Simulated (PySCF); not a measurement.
# C₃H₇GeN: runs on many settings

Which settings matter for C₃H₇GeN (`[H]/N=[CH]\[GeH2][CH]=C`), and how do bad ones show?

The runs use PySCF 2.14.0, with density-fitted response routines of our own; the level of theory stands in each step. All values are computed, except where a source is named. Atoms are numbered from 0 throughout.

## 1. Starting geometry

12 atoms, charge 0, multiplicity 1; geometry from: GFN2-xTB.

Bonds of the start (Å): C0–C1 1.32, C1–Ge2 1.95, Ge2–C3 1.98, C3–N4 1.25, C0–H5 1.08, C0–H6 1.08, C1–H7 1.08, Ge2–H8 1.51, Ge2–H9 1.51, C3–H10 1.09, N4–H11 1.02.

## 2. Ultraviolet spectrum: BHandHLYP/def2-SVPD

What the job is given:

```
{"job": {"kind": "uv", "xc": "BHandHLYP", "basis": "def2-SVPD", "nstates": 1, "ntriplets": 2, "tda": false}, "charge": 0, "multiplicity": 1}
C     -1.933759     0.271320     0.765067
C     -1.368404    -0.766732     0.170510
Ge     0.480541    -0.796241    -0.458496
C      1.348397     0.976627    -0.253465
N      2.340948     1.290873     0.442574
H     -1.392369     1.189387     0.938174
H     -2.957495     0.257357     1.108731
H     -1.946328    -1.669520     0.015899
H      1.276127    -1.841822     0.291088
H      0.498055    -1.226889    -1.904513
H      0.894910     1.794751    -0.813432
H      2.760574     0.520203     0.965994
```

Level: TDDFT BHandHLYP/def2-SVPD, vertical, gas phase, core orbitals frozen in the response.

On the command line:

```bash
$ OMP_NUM_THREADS=1 python probes_run.py task.json out
```

The driver reads the jobs from task.json and runs them one after another.

Output:

```text
coarse grid: 45384 points
cycle   1  E = -2249.6648439951  dE = -1.757e-01  |g| = 4.407e-01  |ddm| = 4.919e+00
cycle   2  E = -2249.6652702632  dE = -4.263e-04  |g| = 4.772e-01  |ddm| = 1.692e+00
cycle   3  E = -2249.7077551122  dE = -4.248e-02  |g| = 6.999e-02  |ddm| = 1.065e+00
cycle   4  E = -2249.7087286098  dE = -9.735e-04  |g| = 3.915e-02  |ddm| = 1.732e-01
cycle   5  E = -2249.7090302560  dE = -3.016e-04  |g| = 3.377e-03  |ddm| = 7.139e-02
cycle   6  E = -2249.7090338248  dE = -3.569e-06  |g| = 1.340e-03  |ddm| = 1.028e-02
final grid: 95264 points
cycle   7  E = -2249.7090146325  dE = -2.520e-07  |g| = 1.254e-03  |ddm| = 8.147e-03
cycle   8  E = -2249.7090144000  dE =  2.326e-07  |g| = 1.708e-03  |ddm| = 4.515e-03
cycle   9  E = -2249.7090150622  dE = -6.623e-07  |g| = 1.153e-04  |ddm| = 3.089e-03
cycle  10  E = -2249.7090150664  dE = -4.140e-09  |g| = 7.370e-05  |ddm| = 2.295e-04
cycle  11  E = -2249.7090150679  dE = -1.578e-09  |g| = 2.437e-05  |ddm| = 3.059e-04
cycle  12  E = -2249.7090150681  dE = -1.583e-10  |g| = 3.830e-06  |ddm| = 3.666e-05
converged SCF energy = -2249.7090150681

Static polarisability (au): isotropic 73.097, principal 58.789 76.923 83.578

Singlet excitations
state   eV       nm        f      main configurations
  1   4.4816    276.7   0.00020   H->L 0.91

Triplet excitations (Tamm-Dancoff, eV): 3.6568 4.2753
```

Wall time 13 s (1 thread, shared host).

The orbitals next to the gap, with their largest atomic shares:

```
orbital      eV                       atoms
 HOMO−3  -10.86  N4 26 %, C3 22 %, Ge2 16 %
 HOMO−2  -10.14  C1 24 %, Ge2 19 %, N4 12 %
 HOMO−1   -9.12   C1 37 %, C0 37 %, Ge2 8 %
   HOMO   -8.38  N4 46 %, C3 21 %, Ge2 12 %
   LUMO    0.30  N4 32 %, C3 30 %, Ge2 13 %
 LUMO+1    0.62  C0 34 %, C1 31 %, Ge2 11 %
 LUMO+2    0.98    Ge2 45 %, C0 9 %, C3 8 %
```

Ground-state properties from the same run:

```
           property  computed
  dipole moment (D)      2.06
polarisability (Å³)     10.83
 HOMO–LUMO gap (eV)      8.68
      −ε(HOMO) (eV)      8.38
```

## 3. Shielding tensors: PBE0/def2-SVPD in tetrahydrofuran

The job, as its differences from that of step 2:

```diff
@@ -1,2 +1,2 @@
-{"job": {"kind": "uv", "xc": "BHandHLYP", "basis": "def2-SVPD", "nstates": 1, "ntriplets": 2, "tda": false}, "charge": 0, "multiplicity": 1}
+{"job": {"kind": "nmr", "xc": "PBE0", "basis": "def2-SVPD", "solvent": "tetrahydrofuran", "pop": true, "scf": {"guess": "atom"}}, "charge": 0, "multiplicity": 1}
 C     -1.933759     0.271320     0.765067
```

With the program's defaults for keys left out, this is: GIAO PBE0/def2-SVPD NMR shielding, non-relativistic, IEF-PCM tetrahydrofuran.

Output:

```text
final grid: 95264 points
cycle   1  E = -2249.1122553329  dE =  1.230e+00  |g| = 1.020e+00  |ddm| = 4.606e+00
cycle   2  E = -2248.9556099614  dE =  1.566e-01  |g| = 1.272e+00  |ddm| = 6.983e+00
cycle   3  E = -2249.3668584429  dE = -4.112e-01  |g| = 1.919e-01  |ddm| = 5.323e+00
cycle   4  E = -2249.3741482490  dE = -7.290e-03  |g| = 7.351e-02  |ddm| = 4.212e-01
cycle   5  E = -2249.3754341538  dE = -1.286e-03  |g| = 1.265e-02  |ddm| = 1.313e-01
cycle   6  E = -2249.3754591748  dE = -2.502e-05  |g| = 3.868e-03  |ddm| = 2.613e-02
cycle   7  E = -2249.3754616920  dE = -2.517e-06  |g| = 9.372e-04  |ddm| = 7.565e-03
cycle   8  E = -2249.3754618728  dE = -1.809e-07  |g| = 4.818e-04  |ddm| = 1.755e-03
cycle   9  E = -2249.3754619306  dE = -5.775e-08  |g| = 4.408e-05  |ddm| = 8.174e-04
cycle  10  E = -2249.3754619312  dE = -6.066e-10  |g| = 1.268e-05  |ddm| = 1.601e-04
converged SCF energy = -2249.3754619312

GIAO shielding tensors (ppm)
atom      isotropic    diamagn.    paramagn.     s11        s22        s33       span
  0 C       61.511     247.029    -185.519    -52.870     61.394    176.008    228.877
  1 C       62.071     248.757    -186.685    -43.298     50.384    179.128    222.426
  2 Ge    1660.949    2754.484   -1093.536   1553.118   1687.987   1741.741    188.623
  3 C       10.269     260.554    -250.285   -104.169     -9.909    144.885    249.054
  4 N     -120.997     263.558    -384.554   -510.414    -96.202    243.627    754.041
  5 H       25.536      31.471      -5.935     21.859     24.370     30.379      8.519
  6 H       25.232      29.599      -4.367     22.179     24.832     28.684      6.505
  7 H       25.140      31.201      -6.060     23.422     24.324     27.675      4.253
  8 H       27.464      30.991      -3.527     21.834     22.575     37.983     16.148
  9 H       27.043      29.797      -2.754     21.598     21.876     37.656     16.058
 10 H       22.222      32.017      -9.795     17.045     21.805     27.815     10.770
 11 H       19.185      28.449      -9.264      6.769     23.707     27.079     20.311
```

It took 15 s on 1 thread, shared host.

No reference compound was run at this level, so shieldings alone are listed. Atoms listed in one row are averaged.

```
 atoms                            environment  σ (ppm)
    C3              carbon bonded to Ge, N, H     10.3
    C0                carbon bonded to C, 2 H     61.5
    C1              carbon bonded to C, Ge, H     62.1
   H11     hydrogen on a nitrogen bonded to C    19.19
   H10   hydrogen on a carbon bonded to Ge, N    22.22
    H7   hydrogen on a carbon bonded to C, Ge    25.14
    H6       hydrogen on a carbon bonded to C    25.23
    H5       hydrogen on a carbon bonded to C    25.54
H8, H9  hydrogen on a germanium bonded to 2 C    27.25
   Ge2           germanium bonded to 2 C, 2 H     1661
    N4                nitrogen bonded to C, H   -121.0
```

The run also stored atomic charges by several schemes (e):

```
atoms    IAO  Hirshfeld  ESP fit
   C0  -0.29      -0.09    -0.43
   C1  -0.38      -0.13    -0.19
  Ge2   0.58       0.32     0.25
   C3  -0.17      -0.02     0.32
   N4  -0.44      -0.24    -0.79
```

Mulliken charges and Mayer bond orders break down with diffuse functions, so they are left out here.

With diffuse functions Mulliken charges and Mayer bond orders lose their meaning; the other schemes are steadier.

## 4. Shielding tensors: PBE0/def2-TZVP

The job, as its differences from that of step 3:

```diff
@@ -1,2 +1,2 @@
-{"job": {"kind": "nmr", "xc": "PBE0", "basis": "def2-SVPD", "solvent": "tetrahydrofuran", "pop": true, "scf": {"guess": "atom"}}, "charge": 0, "multiplicity": 1}
+{"job": {"kind": "nmr", "xc": "PBE0", "basis": "def2-TZVP", "pop": false}, "charge": 0, "multiplicity": 1}
 C     -1.933759     0.271320     0.765067
```

With the program's defaults for keys left out, this is: GIAO PBE0/def2-TZVP NMR shielding, non-relativistic, gas phase.

Output:

```text
coarse grid: 45384 points
cycle   1  E = -2249.7409934477  dE = -1.905e-01  |g| = 7.414e-01  |ddm| = 2.629e+00
cycle   2  E = -2249.6755033328  dE =  6.549e-02  |g| = 9.711e-01  |ddm| = 1.045e+00
cycle   3  E = -2249.8045835045  dE = -1.291e-01  |g| = 1.585e-01  |ddm| = 6.996e-01
cycle   4  E = -2249.8097773481  dE = -5.194e-03  |g| = 4.390e-02  |ddm| = 1.164e-01
cycle   5  E = -2249.8101643136  dE = -3.870e-04  |g| = 5.744e-03  |ddm| = 3.168e-02
cycle   6  E = -2249.8101734570  dE = -9.143e-06  |g| = 1.357e-03  |ddm| = 7.495e-03
final grid: 95264 points
cycle   7  E = -2249.8101748979  dE =  6.903e-07  |g| = 2.172e-03  |ddm| = 3.225e-03
cycle   8  E = -2249.8101723099  dE =  2.588e-06  |g| = 3.848e-03  |ddm| = 3.459e-03
cycle   9  E = -2249.8101760812  dE = -3.771e-06  |g| = 1.691e-04  |ddm| = 2.258e-03
cycle  10  E = -2249.8101760878  dE = -6.608e-09  |g| = 3.901e-05  |ddm| = 1.653e-04
cycle  11  E = -2249.8101760880  dE = -2.037e-10  |g| = 1.064e-05  |ddm| = 2.985e-05
converged SCF energy = -2249.8101760880

GIAO shielding tensors (ppm)
atom      isotropic    diamagn.    paramagn.     s11        s22        s33       span
  0 C       48.378     255.353    -206.975    -75.448     53.867    166.717    242.165
  1 C       48.865     252.235    -203.370    -64.666     40.227    171.034    235.700
  2 Ge    1542.765    2762.911   -1220.146   1435.578   1567.711   1625.005    189.427
  3 C        1.930     251.831    -249.902   -117.737    -10.347    133.873    251.610
  4 N     -169.925     317.215    -487.139   -613.377   -122.460    226.062    839.439
  5 H       25.764      32.923      -7.160     22.091     24.621     30.579      8.488
  6 H       25.382      29.474      -4.092     22.203     24.954     28.989      6.786
  7 H       25.322      30.271      -4.949     23.417     24.592     27.958      4.541
  8 H       27.644      30.418      -2.774     22.168     22.746     38.016     15.848
  9 H       27.156      29.790      -2.634     21.782     22.014     37.672     15.890
 10 H       22.295      30.156      -7.861     16.727     22.038     28.119     11.393
 11 H       19.101      32.392     -13.291      4.707     25.050     27.545     22.838
```

It took 18 s on 1 thread, shared host.

In short: σ C3 1.9, C0 48.4, C1 48.9, Ge2 1543, H11 19.10, H10 22.29 ppm.

## 5. TDDFT and polarisability: B97-2/LANL2DZ

The job, as its differences from that of step 4:

```diff
@@ -1,2 +1,2 @@
-{"job": {"kind": "nmr", "xc": "PBE0", "basis": "def2-TZVP", "pop": false}, "charge": 0, "multiplicity": 1}
+{"job": {"kind": "uv", "xc": "B97-2", "basis": "LANL2DZ", "nstates": 12, "ntriplets": 0, "tda": false, "scf": {"conv": 0.1, "max_cycle": 52}}, "charge": 0, "multiplicity": 2}
 C     -1.933759     0.271320     0.765067
```

Method: B97-2/LANL2DZ.

Output:

```text
RuntimeError: Electron number 36 and spin 1 are not consistent
Note mol.spin = 2S = Nalpha - Nbeta, not 2S+1
```

Why it failed: Charge and multiplicity don't fit the number of electrons: an even count needs an odd multiplicity, and the reverse. Cure: mend the charge or the multiplicity.

## 6. Spin-spin couplings: r2SCAN/IGLO-II

The job, as its differences from that of step 5:

```diff
@@ -1,2 +1,2 @@
-{"job": {"kind": "uv", "xc": "B97-2", "basis": "LANL2DZ", "nstates": 12, "ntriplets": 0, "tda": false, "scf": {"conv": 0.1, "max_cycle": 52}}, "charge": 0, "multiplicity": 2}
+{"job": {"kind": "j", "xc": "r2SCAN", "basis": "IGLO-II", "scf": {"aux": "def2-universal-jfit", "max_cycle": 60}}, "charge": 0, "multiplicity": 1}
 C     -1.933759     0.271320     0.765067
```

Level: r2SCAN/IGLO-II.

Output:

```text
KeyError: 'Element ge (Z=32) not found in basis IGLO-II version 0'
```

**What went wrong.** The basis IGLO-II has no functions for an element of the molecule, so the input was refused before any integral. Cure: choose a basis that covers all elements.

## 7. Run by run: NMR shifts

Isotropic shieldings (ppm) of some atoms, chosen among heavy atoms and hydrogens apart, with basis size and wall time:

```
                              run    C3    C0    C1     H7     H5   Ge2      N4  functions  time
PBE0/def2-SVPD in tetrahydrofuran  10.3  61.5  62.1  25.14  25.54  1661  -121.0        174  15 s
                   PBE0/def2-TZVP   1.9  48.4  48.9  25.32  25.76  1543  -169.9        214  18 s
```

## 8. Results

```
                                            quantity                                                                                  value
                lowest singlet (BHandHLYP/def2-SVPD)                                                            4.48 eV (277 nm), f = 0.000
                                      lowest triplet                                                                                3.66 eV
shieldings of C, H (PBE0/def2-SVPD, tetrahydrofuran)  C3 10.3, C0 61.5, C1 62.1, H11 19.2, H10 22.2, H7 25.1, H6 25.2, H5 25.5 ppm and more
                       range of the shielding of Ge2                                                                       1543 to 1661 ppm
                       property runs in this session                                        5, of which 2 failed and 0 gave unsound results
```

Single values in the summary come from the first run of each kind that ended normally (BHandHLYP/def2-SVPD; PBE0/def2-SVPD), which need not be the best level. The lowest singlet, at 4.48 eV, is HOMO→LUMO 0.91 and is dark. The lowest triplet lies 0.82 eV below the lowest singlet (triplets in Tamm-Dancoff, singlets in full TDDFT). At PBE0/def2-SVPD: Shielding is most anisotropic at N4 (span 754 ppm, paramagnetic term -385 ppm). In ppm, Ge2 moves most: its shielding spreads over 118 ppm, from 1543 (PBE0/def2-TZVP) to 1661 (PBE0/def2-SVPD in tetrahydrofuran). Spin-orbit coupling is left out, which matters for shieldings and couplings at and beside the heavy atoms.
